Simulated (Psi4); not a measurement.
# UPBE/cc-pVQZ-F12 (density fitting, sweep point 3) run of SiCl3O (SMILES [O][Si](Cl)(Cl)Cl)

Aim: the vertical electron affinity of SiCl3O at UPBE/cc-pVQZ-F12 (density fitting, sweep point 3), from 2 runs. 

Program for the calculation: Psi4 1.11.

## Step 1: Starting point

SiCl3O has 5 atoms, charge 0, and is taken as a doublet. SMILES: `[O][Si](Cl)(Cl)Cl`. Geometry: relaxed at PBE0-D4/def2-TZVP.

Bond lengths: O1–Si2 1.645 Å, Si2–Cl3 2.018 Å, Si2–Cl4 2.020 Å, Si2–Cl5 2.018 Å. Angles: O1–Si2–Cl3 111.8°, O1–Si2–Cl4 100.7°, O1–Si2–Cl5 111.8°, Cl3–Si2–Cl4 111.9°, Cl3–Si2–Cl5 108.6°, Cl4–Si2–Cl5 111.9°.

## Step 2: A single-point energy at UPBE/cc-pVQZ-F12 (density fitting, sweep point 3)

File job.dat:

```
memory 1600 mb

molecule {
  0 2
  O      0.815000    -1.070800     1.039300
  Si     0.038600    -0.018800     0.041000
  Cl    -1.536500     0.855600     0.950500
  Cl    -0.542800    -1.265500    -1.438700
  Cl     1.275600     1.425900    -0.633600
  symmetry c1
}

set reference uks
set puream true
set scf_type df
set dft_radial_points 99
set dft_spherical_points 590
set maxiter 100

e_tot, wfn = energy("pbe/cc-pVQZ-F12", return_wfn=True)
```

On the command line:

```console
$ psi4 job.dat job.out -n 1
```

job.out:

```text
[...]
  Running in c1 symmetry.
[...]
  Nuclear repulsion =  433.997072395605301
[...]
  Multiplicity = 2
[...]
  Nalpha       = 37
  Nbeta        = 36
[...]
    Number of basis functions: 471
[...]
   @DF-UKS iter   1: -1744.19231139343492    4.70038e-01   2.48476e-03 DIIS/ADIIS
[...]
   @DF-UKS iter  13: -1744.79551142756873   -1.73784e-07   4.62723e-07 DIIS
[...]
   @S^2 Observed:                7.530308024E-01
[...]
    Orbital Energies [Eh]
    ---------------------
    Alpha Occupied:
       1A   -100.699655     2A   -100.683642     3A   -100.683530
       4A    -65.507940     5A    -18.821626     6A     -9.222261
       7A     -9.206729     8A     -9.206626     9A     -7.042457
      10A     -7.038326    11A     -7.035846    12A     -7.026983
      13A     -7.026880    14A     -7.021648    15A     -7.021539
      16A     -7.020773    17A     -7.020671    18A     -5.157008
      19A     -3.568688    20A     -3.567802    21A     -3.566164
      22A     -0.926270    23A     -0.813154    24A     -0.789110
      25A     -0.779387    26A     -0.501243    27A     -0.429021
      28A     -0.412998    29A     -0.394175    30A     -0.371541
      31A     -0.344097    32A     -0.340224    33A     -0.335861
      34A     -0.332829    35A     -0.320351    36A     -0.308104
[...]
  @DF-UKS Final Energy: -1744.79551142756873
   => Energetics <=
    Nuclear Repulsion Energy =            433.9970723956053007
    One-Electron Energy =               -3276.0152549411996006
    Two-Electron Energy =                1210.7837739847113880
    DFT Exchange-Correlation Energy =    -113.5611028666859283
    Empirical Dispersion Energy =           0.0000000000000000
    VV10 Nonlocal Energy =                  0.0000000000000000
    Total Energy =                      -1744.7955114275687265
  UHF NO Occupations:
  HONO-2 :   35  A 1.9996019
  HONO-1 :   36  A 1.9993894
[...]
 Multipole Moments:
 ------------------------------------------------------------------------------------
     Multipole            Electronic (a.u.)      Nuclear  (a.u.)        Total (a.u.)
 ------------------------------------------------------------------------------------
 L = 1.  Multiply by 2.5417464519 to convert [e a0] to [Debye]
 Dipole X            :         -0.7535777            0.4849472           -0.2686305
 Dipole Y            :          0.8499647           -0.6090961            0.2408686
 Dipole Z            :         -1.0313356            0.6408376           -0.3904980
 Magnitude           :                                                    0.5316659
[...]
```

It took 3 min on 1 thread of AMD EPYC 7B13 (Zen 3), shared host; peak memory 1.5 GiB.

## Step 3: The singlet anion at the same level

File input.dat:

```
memory 1.6 GB

molecule m {
  -1 1
  O      0.815000    -1.070800     1.039300
  Si     0.038600    -0.018800     0.041000
  Cl    -1.536500     0.855600     0.950500
  Cl    -0.542800    -1.265500    -1.438700
  Cl     1.275600     1.425900    -0.633600
  units angstrom
  symmetry c1
}

set basis cc-pVQZ-F12
set puream true
set scf_type df
set dft_radial_points 99
set dft_spherical_points 590

energy('pbe')
print_variables()
```

On the command line:

```console
$ psi4 -i input.dat -o output.dat -n 1
```

output.dat:

```text
[...]
  Running in c1 symmetry.
[...]
  Nuclear repulsion =  433.997072395605301
[...]
  Multiplicity = 1
[...]
  Nalpha       = 37
  Nbeta        = 37
[...]
    Number of basis functions: 471
[...]
   @DF-RKS iter   1: -1744.36872758398408    2.93622e-01   2.59435e-03 DIIS/ADIIS
[...]
   @DF-RKS iter  11: -1744.93578629030435   -1.79386e-07   6.22618e-07 DIIS
[...]
    Orbital Energies [Eh]
    ---------------------
    Doubly Occupied:
       1A   -100.498866     2A   -100.498855     3A   -100.487567
       4A    -65.282209     5A    -18.484736     6A     -9.023006
       7A     -9.022995     8A     -9.011670     9A     -6.842767
      10A     -6.842756    11A     -6.837641    12A     -6.837631
      13A     -6.837410    14A     -6.837399    15A     -6.831506
      16A     -6.826395    17A     -6.825923    18A     -4.931664
      19A     -3.343558    20A     -3.343489    21A     -3.338980
      22A     -0.636549    23A     -0.598102    24A     -0.593935
      25A     -0.577917    26A     -0.302290    27A     -0.224698
      28A     -0.221893    29A     -0.172967    30A     -0.159953
      31A     -0.155829    32A     -0.141947    33A     -0.137884
      34A     -0.125572    35A     -0.082613    36A     -0.021100
[...]
  @DF-RKS Final Energy: -1744.93578629030435
   => Energetics <=
    Nuclear Repulsion Energy =            433.9970723956053007
    One-Electron Energy =               -3291.3785621083566184
    Two-Electron Energy =                1226.2939171826965321
    DFT Exchange-Correlation Energy =    -113.8482137602494788
    Empirical Dispersion Energy =           0.0000000000000000
    VV10 Nonlocal Energy =                  0.0000000000000000
    Total Energy =                      -1744.9357862903043497
[...]
 Multipole Moments:
 ------------------------------------------------------------------------------------
     Multipole            Electronic (a.u.)      Nuclear  (a.u.)        Total (a.u.)
 ------------------------------------------------------------------------------------
 L = 1.  Multiply by 2.5417464519 to convert [e a0] to [Debye]
 Dipole X            :         -1.3014752            0.4849472           -0.8165279
 Dipole Y            :          1.7827353           -0.6090961            1.1736392
 Dipole Z            :         -1.6665990            0.6408376           -1.0257614
 Magnitude           :                                                    1.7596401
[...]
```

Wall time 95 s (1 thread of AMD EPYC 7B13 (Zen 3), shared host); peak memory 1.4 GiB.

## Step 4: Results

Level: UPBE/cc-pVQZ-F12 (density fitting, sweep point 3).

```
                                                            quantity           value
                                        doublet SiCl3O: total energy  -1744.79551 Eh
                                       doublet SiCl3O: dipole moment          1.35 D
                  doublet SiCl3O: HOMO energy (highest over α and β)        -7.82 eV
                   doublet SiCl3O: LUMO energy (lowest over α and β)        -7.18 eV
                                                doublet SiCl3O: ⟨S²⟩           0.753
                                         singlet anion: total energy  -1744.93579 Eh
                                          singlet anion: HOMO energy        -0.41 eV
                                          singlet anion: LUMO energy         2.53 eV
singlet anion: HOMO–LUMO gap (to an unbound level, set by the basis)         2.94 eV
                   vertical electron affinity (to the singlet anion)        3.817 eV
```

In words: At fixed nuclei the extra electron is bound by 3.82 eV (88 kcal/mol).
